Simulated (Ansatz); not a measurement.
# CH4AlFOS, SMILES [OH][Al]([SH])[CH2]F: a rigid torsion scan

Computed with the Python package of Ansatz (0.2.0).

The script, `torsion_ch4alfos.py`:
```python
# -*- coding: utf-8 -*-
from dataclasses import dataclass

import ansatz as az
from ase import Atoms


@dataclass
class RunConfig:
    basis: str = 'cc-pVDZ'
    xc: str = 'pbe'
    fmax: float = 0.02


settings = RunConfig()


def main():
    atoms = Atoms(['O', 'Al', 'S', 'C', 'F', 'H', 'H', 'H', 'H'], positions=[
        (0.1289, 2.1411, -0.1112),
        (0.3621, 0.3714, -0.1365),
        (2.3856, -0.446, -0.6472),
        (-1.0545, -0.8609, 0.281),
        (-2.1488, -0.6942, -0.6438),
        (-0.1955, 2.4144, -1.0512),
        (2.8356, -0.4218, 0.7224),
        (-0.7258, -1.9007, 0.2188),
        (-1.4993, -0.6498, 1.3506),
    ])

    first = (
        az.Crystal.molecule_from_ase(atoms).calculation()
        .basis(gaussian=settings.basis)
        .functional(settings.xc)
        .relax(force_tolerance=settings.fmax, max_steps=80)
    )
    atoms.positions = first.run(threads=1).report['positions_ang']

    start = atoms.get_dihedral(0, 1, 2, 6)
    energies = {}
    for turn in range(0, 360, 40):
        turned = atoms.copy()
        turned.set_dihedral(0, 1, 2, 6, start + turn, indices=[2, 6])
        job = (
            az.Crystal.molecule_from_ase(turned).calculation()
            .basis(gaussian=settings.basis)
            .functional(settings.xc)
        )
        energies[round((start + turn) % 360)] = job.run(threads=1).report['free_energy_ev']
    floor = min(energies.values())
    print('dihedral O0-Al1-S2-H6 (deg)   E - E(min) (kJ/mol)')
    for angle, e in sorted(energies.items()):
        print(f'{angle:8d} {96.485332 * (e - floor):14.3f}  ' + '#' * int(30 * (e - floor) / max(max(energies.values()) - floor, 1e-9)))


if __name__ == '__main__':
    main()
```

```console
$ python torsion_ch4alfos.py
dihedral O0-Al1-S2-H6 (deg)   E - E(min) (kJ/mol)
       4          0.000
      44          5.723  ############
      84         13.672  ##############################
     124         10.221  ######################
     164          1.302  ##
     204          1.642  ###
     244         10.625  #######################
     284         13.455  #############################
     324          5.435  ###########
```

The scan is rigid and the energies are electronic, in a modest basis. With rigid groups the curve can differ much from the relaxed path, the start wasn't checked as a minimum of this torsion, and equivalent turns needn't return to the same energy. It ran for 2.4 min on 1 thread of Arm Neoverse V2 (shared host), peak memory 0.25 GiB.
